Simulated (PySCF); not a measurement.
# NdH3(NH3): other functionals and bases at one geometry

An exercise on one series of results from a longer session: the logs are not shown, and one member is left open.

Program: PySCF 2.14.0. Level of theory: several levels, as the steps say, no spin–orbit coupling. These are calculated values, not measurements.

1 further run of the same task is left out (for a known fault of the program).

### The starting structure

8 atoms, charge 0, spin multiplicity 1.

Bond lengths: Nd1–H2 2.087 Å, Nd1–H3 2.087 Å, Nd1–H4 2.087 Å, Nd1–N5 2.589 Å, N5–H6 1.022 Å, N5–H7 1.022 Å, N5–H8 1.022 Å. Angles: H2–Nd1–H3 117.8°, H2–Nd1–H4 117.8°, H2–Nd1–N5 98.6°, H3–Nd1–H4 117.8°, H3–Nd1–N5 98.6°, H4–Nd1–N5 98.6°, Nd1–N5–H6 112.5°, Nd1–N5–H7 112.5°, Nd1–N5–H8 112.5°, H6–N5–H7 106.3°, H6–N5–H8 106.3°, H7–N5–H8 106.3°.

Coordinates:

```xyz
8
H6NNd
Nd    0.2490   -0.2490    0.2490
H     1.2711    1.2562    1.2711
H    -1.2562   -1.2711    1.2711
H     1.2711   -1.2711   -1.2562
N    -1.2456    1.2456   -1.2456
H    -1.8568    1.8568   -0.6996
H    -0.6996    1.8568   -1.8568
H    -1.8568    0.6996   -1.8568
```

Formal oxidation states: Nd +3. Each metal's 3 4f electrons lie in its core potential, so multiplicities, spins and levels count the valence alone. An earlier session relaxed this geometry at PBE0, Nd lcecp-1-SVP with ECP49, H def2-SVP, N def2-SVP (singlet, point group C3v).

At PBE0 on the finer grid: E = -92.108096 Eh, HOMO -6.10 eV, LUMO -0.64 eV, Mulliken charge on Nd1 +0.55 e, largest force component 0.002 eV/Å. 

Levels to run: B3LYP; TPSS; PBE0, TZVP. Hardware: 2 threads of Arm Neoverse V1, shared host.

The first run:

run.py (the lines that set the calculation) reads:

```python
mol = gto.M(atom='''
Nd     0.24899    -0.24899     0.24899
H      1.27112     1.25615     1.27112
H     -1.25615    -1.27112     1.27112
H      1.27112    -1.27112    -1.25615
N     -1.24562     1.24562    -1.24562
H     -1.85680     1.85680    -0.69959
H     -0.69959     1.85680    -1.85680
H     -1.85680     0.69959    -1.85680''',
    basis={'Nd': 'lcecp-1-SVP', 'H': 'def2-SVP', 'N': 'def2-SVP'},
    ecp={'Nd': 'lcecp-1-SVP'},
    charge=0, spin=0)
mf = dft.RKS(mol, xc='B3LYP')
mf.grids.atom_grid = (75, 302)  # f atoms: unpruned, at least (60, 302)
mf = mf.density_fit()  # fitting sets: Nd AutoAux, H def2-universal-JKFIT, N def2-universal-JKFIT
mf.conv_tol = 1e-08; mf.max_cycle = 55
mf.kernel(dm0)  # dm0: the density of the relaxed state
```

Launch:

```
$ OMP_NUM_THREADS=2 python run.py
```

Steps of the session up to this table: B3LYP; TPSS; PBE0, TZVP.

One table of the session follows, with a row left open; its other results are not shown here.

| level | HOMO (eV) | gap (eV) | charge on Nd1 (e) | dipole (D) | largest force component (eV/Å) |
| --- | --- | --- | --- | --- | --- |
| PBE0 (relaxed here) | -6.10 | 5.46 | 0.55 | 6.03 | 0.00 |
| B3LYP | -5.92 | 5.02 | 0.49 | 6.05 | 0.06 |
| TPSS | ? | ? | ? | ? | ? |
| PBE0, TZVP | -6.14 | 5.41 | 0.80 | 5.94 | 0.21 |

**Question.** Estimate the row for TPSS.

The run gave: HOMO (eV): -5.12; gap (eV): 3.82; charge on Nd1 (e): 0.63; dipole (D): 6.04; largest force component (eV/Å): 0.18. In the column «HOMO (eV)» it is the highest.

In one basis the HOMO–LUMO gap runs from 3.82 eV (TPSS) to 5.46 eV (PBE0). The largest leftover force, 0.21 eV/Å with PBE0, TZVP, stands at a geometry relaxed at another level. With 4f in the core, its levels are missing from HOMO and gap, and its count is fixed, so no charge can pass from the ligands into it. Total energies of different levels can't be compared.
